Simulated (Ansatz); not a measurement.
**LiSiPt3: a short molecular-dynamics run**

What does LiSiPt3 do over 20 steps of 1 fs at constant energy, with velocities drawn for 300 K? The cell is a randomly packed cell of 15 atoms, taken as it stands, without a relaxation.

All numbers below are computed with Ansatz 0.2.0 (DFT PBE, plane waves, PAW, scalar-relativistic, no spin polarisation).

**1. The structure to begin with**

The cell holds 15 atoms (Li3Pt9Si3): a = 7.025 Å, b = 5.925 Å, c = 6.038 Å, α = 83.33°, β = 80.91°, γ = 89.43°.

Coordinates:

```xyz
15
Lattice="7.0120 0.4305 -0.0328 -0.3033 5.9153 0.1534 0.9469 0.5969 5.9330" Properties=species:S:1:pos:R:3 pbc="T T T"
Si    1.4810    4.4235    4.0104
Si    3.6407    2.0438    3.5629
Si    4.8900    6.0215    2.1383
Pt    7.3328    6.3503    5.5547
Pt    1.9855    2.9489    2.1001
Pt    2.4106    5.8317    2.1679
Pt    3.8661    5.7481    4.4175
Pt    6.8856    3.4418    5.2559
Pt    5.2412    3.8706    3.2581
Li    4.2279    4.0351    0.8752
Li    0.1036    4.6452    2.0143
Li    6.1414    1.5253    3.6576
Pt    4.0848    1.0555    0.0402
Pt    0.1588    1.2386    1.3376
Pt    3.2333    3.4885    5.4853
```

**2. Molecular dynamics**

input.yaml reads:

```yaml
crystal:
  lattice:
    - [7.011951, 0.430503, -0.032825]
    - [-0.303341, 5.915288, 0.153359]
    - [0.946852, 0.596887, 5.933007]
  atoms:
    - { symbol: Si, position: [0.151156, 0.670257, 0.659463] }
    - { symbol: Si, position: [0.449604, 0.252606, 0.596474] }
    - { symbol: Si, position: [0.691828, 0.933292, 0.340107] }
    - { symbol: Pt, position: [0.961203, 0.910958, 0.918016] }
    - { symbol: Pt, position: [0.25598, 0.445201, 0.343872] }
    - { symbol: Pt, position: [0.33751, 0.926664, 0.343315] }
    - { symbol: Pt, position: [0.490793, 0.862859, 0.724974] }
    - { symbol: Pt, position: [0.881757, 0.428906, 0.87967] }
    - { symbol: Pt, position: [0.698467, 0.549128, 0.538818] }
    - { symbol: Li, position: [0.611758, 0.624025, 0.134774] }
    - { symbol: Li, position: [0.004112, 0.752692, 0.320074] }
    - { symbol: Li, position: [0.798432, 0.137451, 0.617346] }
    - { symbol: Pt, position: [0.587501, 0.135013, 0.006535] }
    - { symbol: Pt, position: [0.000946, 0.187064, 0.220628] }
    - { symbol: Pt, position: [0.358039, 0.471416, 0.914335] }
kpoints:
  mp_grid: { grid: [2, 3, 3] }
magnetization:
  spin_polarized: false
scf:
  occupations: { method: fermi_dirac, width: 0.1 }
  eigensolver: { kind: davidson }
hamiltonian:
  pseudopotentials: { kind: paw }
  xc: pbe
basis:
  ecutwfc: 420
  precision: f64
md:
  timestep: 1.0
  n_steps: 20
  ensemble: nve
  temperature: 300.0
  initial_velocities: maxwell_boltzmann
  seed: 537893
```

Run with:

```sh
$ ansatz run input.yaml --threads 2 --pin off --max-ram 2560MiB --backend cpu --events-out ev --progress --plain --runs-dir out
```

The program printed, shortened:

```text
Warning: md: disabling space-group detection — thermal motion breaks the input geometry's symmetry, so no spatial operation reduces the k-mesh or symmetrises the density; time reversal is kept, so that k and −k are solved as one point where they differ and the mesh holds both, and exact [...]
Warning: RAYON_NUM_THREADS=2 ignored (pool sized by the plan → 2); use --threads N
[...]
Pseudopotentials: kind: paw
Pseudopotential: Si, paw, valence charge 4, recommended cutoff 420 eV (normal), Si.paw.azcp
Pseudopotential: Pt, paw, valence charge 18, recommended cutoff 420 eV (normal), Pt.paw.azcp
Pseudopotential: Li, paw, valence charge 3, recommended cutoff 420 eV (normal), Li.paw.azcp
Functional definition: PBE
[...]
Crystal: 15 atoms, lattice volume = 246.473 Å³
Basis set: ecut = 420 eV, 4797 PW (Γ), exchange–correlation on 96×80×90 points (8 copies of the dense FFT grid, shifted against one another)
Bands: 110, of which v1, the nominal top of the filled ones, is band 92 counted from 1 (91 counted from 0)
Symmetry: 1 space group operations
k-points: 10 of 18 (time reversal used)
[...]
SCF iter   1: F=—  HF=-115231.957682 eV  |F-HF|=—  |Δ(HF+E_count)|=         —  Δρ=6.89e-3  dr2=1.25e-1  ethr=1.77e-3  ⟨swp⟩=7.0  Hψ=4470  notcnv=0
[...]
md step     0: t =     0.00 fs  T =   300.0 K  F+E_penalty+E_count = -115231.94847072 eV  E_kin = 0.542892 eV  conserved = -115231.40557872 eV  (9 SCF iters)
[...]
md step     5: t =     5.00 fs  T =   313.4 K  F+E_penalty+E_count = -115231.97264864 eV  E_kin = 0.567152 eV  conserved = -115231.40549643 eV  (3 SCF iters)
[...]
md step     6: t =     6.00 fs  T =   319.8 K  F+E_penalty+E_count = -115231.98412438 eV  E_kin = 0.578647 eV  conserved = -115231.40547747 eV  (3 SCF iters)
[...]
SCF iter   2: F=—  HF=-115231.998548 eV  |F-HF|=—  |Δ(HF+E_count)|=   5.26e-8  Δρ=3.65e-6  dr2=2.84e-8  ethr=7.73e-11  ⟨swp⟩=3.0  Hψ=2120  notcnv=0
[...]
```

**3. The log goes on**

Output, continued, shortened:

```text
SCF iter   3: F=-115231.998548 eV  HF=-115231.998548 eV  |F-HF|=2.91e-11  |Δ(HF+E_count)|=   1.44e-8  Δρ=9.78e-7  dr2=2.52e-9  ethr=3.83e-12 (applied; sched 1.37e-12)  ⟨swp⟩=2.0  Hψ=4645  notcnv=0
[...]
md step     7: t =     7.00 fs  T =   327.7 K  F+E_penalty+E_count = -115231.99854811 eV  E_kin = 0.593087 eV  conserved = -115231.40546075 eV  (3 SCF iters)
[...]
md step    10: t =    10.00 fs  T =   362.7 K  F+E_penalty+E_count = -115232.06179970 eV  E_kin = 0.656358 eV  conserved = -115231.40544198 eV  (7 SCF iters)
[...]
md step    13: t =    13.00 fs  T =   414.5 K  F+E_penalty+E_count = -115232.15565332 eV  E_kin = 0.750156 eV  conserved = -115231.40549733 eV  (3 SCF iters)
[...]
md step    16: t =    16.00 fs  T =   478.6 K  F+E_penalty+E_count = -115232.27177645 eV  E_kin = 0.866150 eV  conserved = -115231.40562628 eV  (3 SCF iters)
[...]
SCF converged after 8 iterations
Free energy (F): -115232.428056 eV
[...]
E sigma→0 (E₀):  -115232.319910 eV
Entropy (-TS):   -0.216292 eV (-14.419 meV/atom)
Fermi energy:    14.224836 eV
[...]
--- Forces (eV/Å), atoms counted from 1 ---
  atom   1  Si    -0.30324378     0.63859922     0.06467308
  atom   2  Si     0.23988632    -0.01846277     0.06526865
  atom   3  Si     0.00841494    -0.15335031    -0.67120449
  atom   4  Pt    -0.29221475    -0.69887336    -0.18666874
  atom   5  Pt     0.49636732    -0.32776450     0.96984607
  atom   6  Pt    -1.30431179    -0.18952217     0.12886421
  atom   7  Pt     0.22501382     1.42281645    -0.23935443
  atom   8  Pt     0.92440995     0.63949333    -0.55534987
[...]
--- MD trajectory: 20 steps, t = 0.0 → 20.0 fs ---
  final state: T = 564.9 K   F+E_penalty+E_count = -115232.42805622 eV   E_kin = 1.022215 eV
  conserved energy: peak-to-peak 4.006e-4 eV (2.670e-5 eV/atom) over 20.0 fs
```

Wall time 9.8 min (2 threads of Arm Neoverse N1, shared host); peak memory 0.79 GiB.

**4. Frames and traces**

The trajectory, step by step (energies from step 0); msd is the mean square displacement from the start, the centre of mass held:

```tsv
time (fs)	T (K)	potential energy change (meV/atom)	total energy change (meV/atom)	msd Li (Å²)	msd Si (Å²)	msd Pt (Å²)
0.0	300	0.0	0.00	0.000	0.000	0.000
1.0	301	-0.1	0.00	0.000	0.000	0.000
2.0	302	-0.3	0.00	0.001	0.000	0.000
3.0	305	-0.6	0.00	0.002	0.000	0.000
4.0	309	-1.0	0.00	0.003	0.000	0.000
5.0	313	-1.6	0.01	0.005	0.000	0.000
6.0	320	-2.4	0.01	0.007	0.001	0.000
7.0	328	-3.3	0.01	0.009	0.001	0.000
8.0	337	-4.5	0.01	0.012	0.001	0.000
9.0	349	-5.9	0.01	0.015	0.002	0.000
10.0	363	-7.6	0.01	0.018	0.002	0.000
11.0	378	-9.4	0.01	0.022	0.003	0.000
12.0	396	-11.5	0.01	0.025	0.003	0.000
13.0	415	-13.8	0.01	0.030	0.004	0.001
14.0	435	-16.3	0.00	0.034	0.005	0.001
15.0	456	-18.9	0.00	0.039	0.005	0.001
16.0	479	-21.6	0.00	0.045	0.006	0.001
17.0	501	-24.3	-0.01	0.051	0.007	0.001
18.0	523	-26.9	-0.01	0.057	0.008	0.001
19.0	545	-29.5	-0.01	0.065	0.009	0.001
20.0	565	-32.0	-0.02	0.073	0.010	0.001
```

time (fs), T (K) and a bar:
```
      0.0        300 
      1.0        301 
      2.0        302 
      3.0        305 #
      4.0        309 #
      5.0        313 ##
      6.0        320 ##
      7.0        328 ###
      8.0        337 ####
      9.0        349 ######
     10.0        363 #######
     11.0        378 #########
     12.0        396 ###########
     13.0        415 #############
     14.0        435 ###############
     15.0        456 ##################
     16.0        479 ####################
     17.0        501 #######################
     18.0        523 #########################
     19.0        545 ############################
     20.0        565 ##############################
```

Pair distribution over the second half of the run:

```tsv
r (Å)	g Pt–Pt	g Si–Pt	g Pt–Li
0.68	0.00	0.00	0.00
0.84	0.00	0.00	0.00
1.00	0.00	0.00	0.00
1.16	0.00	0.00	0.00
1.32	0.00	0.00	0.00
1.48	0.00	0.00	0.00
1.64	0.00	0.00	0.00
1.80	0.00	0.00	0.00
1.96	0.00	0.00	0.00
2.12	0.00	0.00	0.00
2.28	0.00	1.48	0.33
2.44	0.00	6.95	2.76
2.60	4.66	2.15	3.72
2.76	1.23	1.47	3.12
```

First peaks of g(r) (not always the tallest), and, where a minimum follows, the mean number of second-named atoms round a first-named one up to the next minimum:

```tsv
pair	peak (Å)	height	minimum (Å)	neighbours
Si–Pt	2.44	7.0	-	-
```

**5. Frames from the trajectory**

Extended XYZ, with forces in eV/Å:

```xyz
15
Lattice="7.012 0.431 -0.033 -0.303 5.915 0.153 0.947 0.597 5.933" Properties=species:S:1:pos:R:3:forces:R:3 pbc="T T T" time_fs=3.0 T=305 dE=-0.0088
Si    1.487    4.410    4.014    0.246    0.089    1.074
Si    3.633    2.045    3.563   -0.562    0.418    0.038
Si    4.890    6.034    2.146   -0.081    0.530   -1.085
Pt    7.331    6.351    5.547   -0.434   -0.927   -0.367
Pt    1.984    2.952    2.102    0.576   -0.213    1.493
Pt    2.410    5.832    2.168   -1.347   -0.066    0.048
Pt    3.861    5.750    4.418   -0.046    1.584    0.040
Pt    6.891    3.442    5.260    1.311    0.930   -0.470
Pt    5.243    3.871    3.258   -0.286   -0.483   -0.287
Li    4.242    4.022    0.914   -0.085   -0.349   -0.731
Li    0.095    4.622    1.994    0.050   -0.309   -0.691
Li    6.144    1.507    3.609    1.033    0.203    0.583
Pt    4.084    1.055    0.039    1.122   -0.233    0.416
Pt    0.158    1.236    1.343   -0.325   -0.377    0.670
Pt    3.236    3.486    5.483   -1.171   -0.798   -0.729
15
Lattice="7.012 0.431 -0.033 -0.303 5.915 0.153 0.947 0.597 5.933" Properties=species:S:1:pos:R:3:forces:R:3 pbc="T T T" time_fs=6.0 T=320 dE=-0.0357
Si    1.494    4.396    4.021    0.143    0.180    0.958
Si    3.623    2.048    3.564   -0.458    0.381    0.046
Si    4.890    6.047    2.150   -0.167    0.347   -1.199
Pt    7.329    6.351    5.539   -0.433   -0.882   -0.367
Pt    1.984    2.955    2.104    0.569   -0.257    1.404
Pt    2.408    5.831    2.167   -1.353   -0.082    0.057
Pt    3.855    5.753    4.418    0.004    1.564    0.025
Pt    6.897    3.443    5.264    1.238    0.877   -0.511
Pt    5.245    3.872    3.257   -0.273   -0.466   -0.169
Li    4.255    4.006    0.943   -0.120   -0.338   -0.802
Li    0.087    4.595    1.966    0.075   -0.268   -0.628
Li    6.160    1.491    3.568    1.001    0.362    0.893
Pt    4.084    1.054    0.038    1.172   -0.254    0.363
Pt    0.158    1.233    1.348   -0.280   -0.409    0.553
Pt    3.239    3.484    5.480   -1.119   -0.754   -0.623
15
Lattice="7.012 0.431 -0.033 -0.303 5.915 0.153 0.947 0.597 5.933" Properties=species:S:1:pos:R:3:forces:R:3 pbc="T T T" time_fs=9.0 T=349 dE=-0.0888
Si    1.501    4.384    4.032    0.036    0.277    0.806
Si    3.612    2.052    3.565   -0.325    0.321    0.053
Si    4.889    6.062    2.150   -0.226    0.171   -1.246
Pt    7.327    6.351    5.531   -0.423   -0.837   -0.358
Pt    1.983    2.958    2.107    0.559   -0.294    1.309
Pt    2.406    5.831    2.167   -1.353   -0.103    0.070
Pt    3.849    5.756    4.419    0.058    1.546   -0.010
Pt    6.904    3.445    5.268    1.167    0.827   -0.540
Pt    5.246    3.873    3.257   -0.268   -0.436   -0.071
Li    4.267    3.984    0.963   -0.143   -0.300   -0.832
Li    0.080    4.565    1.929    0.087   -0.226   -0.547
Li    6.189    1.479    3.538    0.917    0.470    1.127
Pt    4.084    1.053    0.038    1.205   -0.267    0.317
Pt    0.157    1.231    1.354   -0.230   -0.438    0.422
Pt    3.240    3.481    5.477   -1.062   -0.711   -0.502
15
Lattice="7.012 0.431 -0.033 -0.303 5.915 0.153 0.947 0.597 5.933" Properties=species:S:1:pos:R:3:forces:R:3 pbc="T T T" time_fs=11.0 T=378 dE=-0.1414
Si    1.506    4.376    4.040   -0.035    0.343    0.689
Si    3.604    2.056    3.565   -0.226    0.271    0.057
Si    4.888    6.072    2.148   -0.239    0.073   -1.229
Pt    7.326    6.350    5.526   -0.412   -0.807   -0.346
Pt    1.983    2.960    2.109    0.552   -0.312    1.246
Pt    2.405    5.831    2.167   -1.349   -0.118    0.081
Pt    3.846    5.758    4.419    0.094    1.532   -0.043
Pt    6.908    3.446    5.270    1.121    0.794   -0.554
Pt    5.247    3.873    3.256   -0.270   -0.409   -0.020
Li    4.274    3.968    0.970   -0.153   -0.262   -0.826
Li    0.076    4.543    1.901    0.086   -0.199   -0.484
Li    6.214    1.475    3.526    0.831    0.503    1.222
Pt    4.085    1.052    0.037    1.217   -0.270    0.289
Pt    0.156    1.229    1.357   -0.196   -0.457    0.333
Pt    3.241    3.479    5.474   -1.022   -0.682   -0.414
15
Lattice="7.012 0.431 -0.033 -0.303 5.915 0.153 0.947 0.597 5.933" Properties=species:S:1:pos:R:3:forces:R:3 pbc="T T T" time_fs=14.0 T=435 dE=-0.2442
Si    1.513    4.364    4.054   -0.137    0.443    0.495
Si    3.591    2.061    3.566   -0.071    0.183    0.062
Si    4.886    6.087    2.142   -0.209   -0.037   -1.123
Pt    7.323    6.350    5.518   -0.385   -0.764   -0.315
Pt    1.983    2.963    2.113    0.538   -0.330    1.151
Pt    2.402    5.831    2.167   -1.338   -0.141    0.098
Pt    3.840    5.763    4.420    0.146    1.506   -0.102
Pt    6.916    3.448    5.273    1.053    0.743   -0.565
Pt    5.249    3.873    3.256   -0.281   -0.361    0.030
Li    4.283    3.941    0.972   -0.160   -0.191   -0.781
Li    0.071    4.509    1.854    0.073   -0.159   -0.383
Li    6.261    1.474    3.520    0.662    0.496    1.252
Pt    4.086    1.051    0.037    1.220   -0.267    0.246
Pt    0.156    1.225    1.363   -0.153   -0.482    0.206
Pt    3.242    3.476    5.471   -0.957   -0.639   -0.271
15
Lattice="7.012 0.431 -0.033 -0.303 5.915 0.153 0.947 0.597 5.933" Properties=species:S:1:pos:R:3:forces:R:3 pbc="T T T" time_fs=17.0 T=501 dE=-0.3639
Si    1.520    4.355    4.069   -0.228    0.542    0.284
Si    3.578    2.067    3.568    0.086    0.085    0.065
Si    4.884    6.103    2.133   -0.122   -0.106   -0.929
Pt    7.321    6.348    5.510   -0.346   -0.727   -0.265
Pt    1.983    2.966    2.118    0.520   -0.336    1.059
Pt    2.398    5.830    2.166   -1.323   -0.166    0.114
Pt    3.835    5.768    4.420    0.190    1.471   -0.169
Pt    6.924    3.450    5.276    0.987    0.692   -0.566
Pt    5.250    3.873    3.255   -0.302   -0.309    0.050
Li    4.290    3.912    0.965   -0.158   -0.106   -0.696
Li    0.067    4.472    1.802    0.047   -0.123   -0.273
Li    6.316    1.478    3.530    0.458    0.440    1.140
Pt    4.088    1.050    0.036    1.206   -0.253    0.200
Pt    0.155    1.222    1.369   -0.125   -0.507    0.102
Pt    3.243    3.473    5.467   -0.891   -0.598   -0.117
15
Lattice="7.012 0.431 -0.033 -0.303 5.915 0.153 0.947 0.597 5.933" Properties=species:S:1:pos:R:3:forces:R:3 pbc="T T T" time_fs=20.0 T=565 dE=-0.4796
Si    1.526    4.346    4.086   -0.303    0.639    0.065
Si    3.566    2.074    3.569    0.240   -0.018    0.065
Si    4.881    6.117    2.121    0.008   -0.153   -0.671
Pt    7.318    6.347    5.501   -0.292   -0.699   -0.187
Pt    1.983    2.969    2.122    0.496   -0.328    0.970
Pt    2.394    5.830    2.166   -1.304   -0.190    0.129
Pt    3.829    5.774    4.421    0.225    1.423   -0.239
Pt    6.932    3.453    5.279    0.924    0.639   -0.555
Pt    5.251    3.873    3.255   -0.330   -0.258    0.045
Li    4.294    3.881    0.949   -0.153   -0.013   -0.576
Li    0.063    4.434    1.747    0.016   -0.095   -0.160
Li    6.376    1.488    3.554    0.234    0.370    0.895
Pt    4.090    1.049    0.036    1.175   -0.228    0.145
Pt    0.154    1.218    1.375   -0.114   -0.531    0.032
Pt    3.243    3.469    5.463   -0.823   -0.558    0.043
```

**6. Results**

```
                             quantity                            value
                               length                 20 steps of 1 fs
     temperature, first and last step                    300 and 565 K
             temperature, second half    mean 460 K, from 363 to 565 K
        potential energy, second half      -19 meV/atom from the start
   largest change of the total energy                    0.02 meV/atom
mean square displacement, second half  Li 0.042, Si 0.006, Pt 0.001 Å²
```

In words: The temperature starts at 300 K and averages 460 K in the second half, where it still rises, from 363 to 565 K; the start was no minimum (force components up to 1.6 eV/Å), and the potential energy that it sheds (19 meV/atom) turns into motion. The total energy strays from its start by at most 0.02 meV/atom, under 0.1 % of the mean kinetic energy, so a step of 1 fs is short enough over this time. Over the second half Li atoms stand 0.2 Å (root mean square) from where they began, and the farthest move is 0.3 Å. Settings off the usual here: scf.eigensolver.kind, basis.precision. 20 fs on 15 atoms is far too short and small for converged averages. The k-mesh is coarse.
